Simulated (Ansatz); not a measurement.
# CH6BNO2: up Jacob's ladder to CCSD(T)

The task here is to estimate one member of a computed series from the others.

The runs use Ansatz 0.2.0, Gaussian basis; functionals in def2-TZVPP, the program's frozen cores in correlated methods.

Plan: PBE-D4, r2SCAN-D4, PBE0-D4, B3LYP-D4, ωB97X-V, ωB97M-V, B2PLYP; CCSD(T)/def2-TZVPP; MP2/def2-QZVPP; extrapolation to the limit.

## Structure used throughout

An earlier PBE0-D4 in a triple-zeta def2 set relaxation fixed the geometry.

SMILES `NCB(O)O`, 11 atoms, charge 0, spin multiplicity 1.

Atoms are counted from 1 here; the program's logs count them from 0.

Bond lengths: N1–C2 1.470 Å, N1–H6 1.011 Å, N1–H7 1.012 Å, C2–B3 1.582 Å, C2–H8 1.096 Å, C2–H9 1.098 Å, B3–O4 1.361 Å, B3–O5 1.360 Å, O4–H10 0.961 Å, O5–H11 0.972 Å. Angles: C2–N1–H6 111.7°, C2–N1–H7 110.4°, H6–N1–H7 106.6°, N1–C2–B3 109.2°, N1–C2–H8 108.2°, N1–C2–H9 114.3°, B3–C2–H8 106.7°, B3–C2–H9 112.4°, H8–C2–H9 105.5°, C2–B3–O4 120.7°, C2–B3–O5 118.4°, O4–B3–O5 120.8°, B3–O4–H10 111.9°, B3–O5–H11 106.8°.

Coordinates:

```xyz
11
CH6BNO2
N    -1.4515   -0.1987    0.4824
C    -0.1205    0.3883    0.6928
B     0.8386   -0.0604   -0.4827
O     2.0375    0.5546   -0.6755
O     0.4478   -1.0902   -1.2798
H    -1.9822   -0.2396    1.3422
H    -1.9888    0.3680   -0.1620
H     0.2954   -0.0300    1.6171
H    -0.1237    1.4764    0.8385
H     2.5327    0.1569   -1.3973
H    -0.4199   -1.3826   -0.9551
```

Set-up of the first run:

in.yaml

```yaml
crystal:
  periodic: [false, false, false]
  atoms:
    - {symbol: N, position_ang: [-1.451486, -0.198683, 0.482425]}
    - {symbol: C, position_ang: [-0.120513, 0.388310, 0.692780]}
    - {symbol: B, position_ang: [0.838642, -0.060408, -0.482657]}
    - {symbol: O, position_ang: [2.037510, 0.554608, -0.675535]}
    - {symbol: O, position_ang: [0.447782, -1.090175, -1.279783]}
    - {symbol: H, position_ang: [-1.982172, -0.239604, 1.342217]}
    - {symbol: H, position_ang: [-1.988770, 0.368037, -0.161995]}
    - {symbol: H, position_ang: [0.295387, -0.029952, 1.617074]}
    - {symbol: H, position_ang: [-0.123670, 1.476375, 0.838495]}
    - {symbol: H, position_ang: [2.532692, 0.156884, -1.397329]}
    - {symbol: H, position_ang: [-0.419904, -1.382593, -0.955090]}
basis:
  gaussian: {orbitals: def2-TZVPP}
hamiltonian: {xc: pbe, dispersion: d4}
output: {forces: true, orbitals: {seedname: orbitals}}
```

Command:

```sh
$ ansatz run in.yaml --threads 4 --pin off --events-out ev --progress --plain --max-ram 10444MiB
```

Among the steps run: PBE-D4 (GGA); r2SCAN-D4 (meta-GGA); PBE0-D4 (hybrid); B3LYP-D4 (hybrid); ωB97X-V (range-separated); ωB97M-V (range-separated); B2PLYP (double hybrid); CCSD(T) in def2-TZVPP; MP2 in def2-QZVPP.

One table of the session follows, with a row left open; its other results are not shown here.

It belongs to the step «Atomisation energies». 

```
            method  atomisation energy (kcal/mol)
            PBE-D4                         1084.1
         r2SCAN-D4                         1059.2
           PBE0-D4                         1058.7
          B3LYP-D4                         1059.0
           ωB97X-V                         1058.8
           ωB97M-V                         1063.4
            B2PLYP                              ?
     HF/def2-TZVPP                          751.8
    MP2/def2-TZVPP                         1052.5
   CCSD/def2-TZVPP                         1012.4
CCSD(T)/def2-TZVPP                         1028.5
           MP2/CBS                         1081.6
       CCSD(T)/CBS                         1057.6
```

Estimate the missing values for B2PLYP.

As computed: atomisation energy (kcal/mol): 1049.0. In the column «atomisation energy (kcal/mol)» it lies between CCSD(T)/def2-TZVPP (1028.5) and MP2/def2-TZVPP (1052.5).

Limits of these values: Free atoms (1 N, 1 C, 1 B, 2 O, 6 H) were run apart at each level; the atomisation energy is their sum less the molecule, without zero-point or spin-orbit terms.
